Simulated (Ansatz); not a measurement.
This was printed by a script on the Python package of Ansatz (0.2.0), for a convergence test of the plane-wave cutoff of CdS, space group P6_3mc. What did the script look like? Use (first run): PBE, PAW, cutoff 300 eV, 6×6×4 k-points, fixed occupations. The script varies cutoff (eV): 300, 350, 400, 450, 500, 550.

```yaml
crystal:
  lattice:
    - [4.15000, 0.00000, 0.00000]
    - [-2.07500, 3.59401, 0.00000]
    - [0.00000, 0.00000, 6.73700]
  atoms:
    - { symbol: Cd, position: [0.33333, 0.66667, 0.00000] }
    - { symbol: Cd, position: [0.66667, 0.33333, 0.50000] }
    - { symbol: S, position: [0.33333, 0.66667, 0.37500] }
    - { symbol: S, position: [0.66667, 0.33333, 0.87500] }
```

```console
$ python ecut_cds.py
DeckWarning: basis.ecutwfc = 300 eV is below the records' recommended 420 eV, and the density's cutoff is lower with it unless basis.ecutrho_ratio is high enough to keep the records' density cutoff: compare with a run at a higher cutoff
DeckWarning: basis.ecutwfc = 350 eV is below the records' recommended 420 eV, and the density's cutoff is lower with it unless basis.ecutrho_ratio is high enough to keep the records' density cutoff: compare with a run at a higher cutoff
DeckWarning: basis.ecutwfc = 400 eV is below the records' recommended 420 eV, and the density's cutoff is lower with it unless basis.ecutrho_ratio is high enough to keep the records' density cutoff: compare with a run at a higher cutoff
 cutoff (eV)   F/atom (eV)    iterations       P (GPa)   plane waves
         300   -4578.84395             6         2.143          1165
         350   -4578.90661             6         2.079          1509
         400   -4578.90872             6         2.076          1809
         450   -4578.90970             6         2.075          2189
         500   -4578.91029             6         2.074          2539
         550   -4578.91044             6         2.074          2875
300: +66.49 meV/atom
350: +3.83 meV/atom
400: +1.72 meV/atom  (within 2 meV)
450: +0.74 meV/atom  (within 2 meV)
500: +0.15 meV/atom  (within 2 meV)
```
(Warnings from the package without file and line.)

One script that gives this output:

`ecut_cds.py`
```python
import ansatz as az
import numpy as np


def main() -> None:
    vectors = np.array([
        [4.15, 0.0, 0.0],
        [-2.075, 3.594005, 0.0],
        [0.0, 0.0, 6.737],
    ])
    cds = (
        az.Lattice.of(vectors)
        .atom("Cd", [1 / 3, 2 / 3, 0.0])
        .atom("Cd", [2 / 3, 1 / 3, 0.5])
        .atom("S", [1 / 3, 2 / 3, 0.375])
        .atom("S", [2 / 3, 1 / 3, 0.875])
    )

    base = (
        cds.calculation()
        .occupations(az.OccupationsMethod.FIXED)
        .kpoints(mesh=(6, 6, 4))
        .functional("pbe")
        .stress()
    )

    rows = []
    for value in [300, 350, 400, 450, 500, 550]:
        r = base.basis(value).run(threads=1).report
        rows.append((value, r["free_energy_ev"] / len(r["lattice"]["sites"]), r["n_iterations"], sum(r["stress_gpa"][i][i] for i in range(3)) / 3, r["n_pw"]))

    print(" cutoff (eV)   F/atom (eV)    iterations       P (GPa)   plane waves")
    for row in rows:
        print(f"{str(row[0]):>12s}  {row[1]:12.5f}  {row[2]:12d}  {row[3]:12.3f}  {row[4]:12d}")

    for row in rows[:-1]:
        shift = 1000 * (row[1] - rows[-1][1])
        print(f"{row[0]}: {shift:+.2f} meV/atom" + ("  (within 2 meV)" if abs(shift) < 2 else ""))


if __name__ == "__main__":
    main()
```

From 400 eV on it stays within 2 meV an atom of the value at 550 eV; the first row (300 eV) is off by 66.5 meV and the last but one by 0.15 meV. The energy falls steadily, as expected when plane waves are added. The pressure moves from 2.14 to 2.07 GPa (the program's stress holds a Pulay correction, so it settles early).

Notes:
- Pressure is positive in compression.
- The structure is a deposited one; some such entries were measured under pressure or heat, so a shift against it needn't be the functional's error alone.
- Shifts are counted from the last row, which is itself no proven limit.
- The whole script took 19 s on 1 thread of Intel(R) Xeon(R) Processor @ 2.30GHz, with other jobs on the host, peak memory 0.55 GiB.
